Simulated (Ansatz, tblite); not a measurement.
# C14H18: rung by rung

The task here is to estimate one member of a computed series from the others.

Method: as each input shows; program: Ansatz 0.2.0, Gaussian basis.

Levels to be run: GFN1-xTB, GFN2-xTB, PBE-D4/def2-TZVP, r2SCAN-D4/def2-TZVP, B97M-V/def2-TZVP, r2SCANh-D4/def2-TZVP, PBE-D4/def2-SVP, PBE0-D4/def2-SVP, HF/6-31G, B3LYP-D4/6-31G, MP2/def2-SVP.

3 further runs of the same task are left out: 3 that didn't finish.

## The relaxed structure

The singlet was relaxed beforehand with PBE-D4/def2-SVP.

SMILES `CC(C)(C)C#CC#CC#CC(C)(C)C`, 32 atoms, charge 0, spin multiplicity 1.

Bond lengths: C1–C2 1.549 Å, C1–H15 1.108 Å, C1–H16 1.110 Å, C1–H17 1.108 Å, C2–C3 1.548 Å, C2–C4 1.549 Å, C2–C5 1.467 Å, C3–H18 1.110 Å, C3–H19 1.108 Å, C3–H20 1.108 Å, C4–H21 1.108 Å, C4–H22 1.110 Å, C4–H23 1.108 Å, C5–C6 1.238 Å, C6–C7 1.357 Å, C7–C8 1.246 Å, C8–C9 1.357 Å, C9–C10 1.238 Å and more. Angles: C2–C1–H15 111.0°, C2–C1–H16 109.8°, C2–C1–H17 111.0°, H15–C1–H16 108.4°, H15–C1–H17 108.1°, H16–C1–H17 108.4°, C1–C2–C3 109.7°, C1–C2–C4 109.8°, C1–C2–C5 109.2°, C3–C2–C4 109.8°, C3–C2–C5 109.2°, C4–C2–C5 109.2°, C2–C3–H18 109.8°, C2–C3–H19 111.0°, C2–C3–H20 111.0°, H18–C3–H19 108.4°, H18–C3–H20 108.4°, H19–C3–H20 108.1° and more.

PBE0-D4/def2-TZVP was run before; its log isn't repeated, and its numbers join the tables.

Set-up of the first run:

Tight binding, by tblite at 300 K electronic temperature and without a spin-polarisation term:

```python
tblite.interface.Calculator('GFN1-xTB', numbers, positions, charge=0, uhf=0).singlepoint()
```

Tight binding, by tblite at 300 K electronic temperature and without a spin-polarisation term:

```python
tblite.interface.Calculator('GFN2-xTB', numbers, positions, charge=0, uhf=0).singlepoint()
```

start.molden holds the orbitals of an earlier run on this state, given as this run's starting guess.

File in.yaml:

```yaml
crystal:
  periodic: [false, false, false]
  atoms:
    - {symbol: C, position_ang: [5.105530, 0.235197, 1.729505]}
    - {symbol: C, position_ang: [4.667864, -0.235209, 0.320572]}
    - {symbol: C, position_ang: [5.121747, -1.698087, 0.092924]}
    - {symbol: C, position_ang: [5.297461, 0.681869, -0.756689]}
    - {symbol: C, position_ang: [3.205809, -0.162749, 0.220540]}
    - {symbol: C, position_ang: [1.972599, -0.101788, 0.134764]}
    - {symbol: C, position_ang: [0.620573, -0.033035, 0.041890]}
    - {symbol: C, position_ang: [-0.620509, 0.031508, -0.043782]}
    - {symbol: C, position_ang: [-1.972579, 0.099546, -0.136573]}
    - {symbol: C, position_ang: [-3.205846, 0.160891, -0.221225]}
    - {symbol: C, position_ang: [-4.667907, 0.234986, -0.320534]}
    - {symbol: C, position_ang: [-5.055165, 1.391201, -1.275025]}
    - {symbol: C, position_ang: [-5.208933, -1.105507, -0.875700]}
    - {symbol: C, position_ang: [-5.260630, 0.496489, 1.085930]}
    - {symbol: H, position_ang: [4.663547, -0.405628, 2.517785]}
    - {symbol: H, position_ang: [6.210497, 0.184673, 1.816885]}
    - {symbol: H, position_ang: [4.788174, 1.280097, 1.916182]}
    - {symbol: H, position_ang: [6.226864, -1.765133, 0.166228]}
    - {symbol: H, position_ang: [4.680152, -2.374033, 0.851531]}
    - {symbol: H, position_ang: [4.816065, -2.057799, -0.909346]}
    - {symbol: H, position_ang: [4.995059, 0.365293, -1.774393]}
    - {symbol: H, position_ang: [6.404086, 0.635431, -0.690627]}
    - {symbol: H, position_ang: [4.983321, 1.734825, -0.615349]}
    - {symbol: H, position_ang: [-4.674788, 2.361466, -0.899144]}
    - {symbol: H, position_ang: [-4.638713, 1.226608, -2.288365]}
    - {symbol: H, position_ang: [-6.159683, 1.457197, -1.357651]}
    - {symbol: H, position_ang: [-4.794676, -1.315501, -1.881526]}
    - {symbol: H, position_ang: [-6.314727, -1.060982, -0.955607]}
    - {symbol: H, position_ang: [-4.940963, -1.948986, -0.209274]}
    - {symbol: H, position_ang: [-6.366942, 0.554071, 1.023482]}
    - {symbol: H, position_ang: [-4.992672, -0.317656, 1.787885]}
    - {symbol: H, position_ang: [-4.884616, 1.450755, 1.504715]}
basis:
  gaussian: {orbitals: def2-TZVP, initial_orbitals: start.molden}
hamiltonian: {xc: pbe, dispersion: d4}
scf: {omitted_lower_state_checks: [starts]}
output: {forces: true, orbitals: {seedname: orbitals}}
```

On the command line:

```console
> ansatz run in.yaml --threads 4 --pin off --events-out ev --progress --plain --max-ram 6963MiB
```

Steps of the session up to this table: PBE-D4/def2-TZVP; r2SCAN-D4/def2-TZVP; B97M-V/def2-TZVP; r2SCANh-D4/def2-TZVP; PBE-D4/def2-SVP; PBE0-D4/def2-SVP; HF/6-31G; B3LYP-D4/6-31G; MP2/def2-SVP.

One table of the session follows, with a row left open; its other results are not shown here.

It belongs to the step «Binding energy». 

| level | binding an atom (eV) |
| --- | --- |
| HF/6-31G | 3.238 |
| HF/def2-SVP | 3.446 |
| PBE-D4/def2-SVP | 4.746 |
| PBE-D4/def2-TZVP | 4.692 |
| r2SCAN-D4/def2-TZVP | 4.573 |
| B97M-V/def2-TZVP | ? |
| r2SCANh-D4/def2-TZVP | 4.545 |
| B3LYP-D4/6-31G | 4.492 |
| PBE0-D4/def2-SVP | 4.663 |
| PBE0-D4/def2-TZVP | 4.604 |
| MP2/def2-SVP | 4.480 |

Estimate the missing values for B97M-V/def2-TZVP.

The run gave: binding an atom (eV): 4.557. In the column «binding an atom (eV)» it lies between r2SCANh-D4/def2-TZVP (4.545) and r2SCAN-D4/def2-TZVP (4.573).

Caveats from the session: Free atoms were run apart at each level; binding is atoms less cluster, divided by the number of atoms, without zero-point or spin-orbit terms.
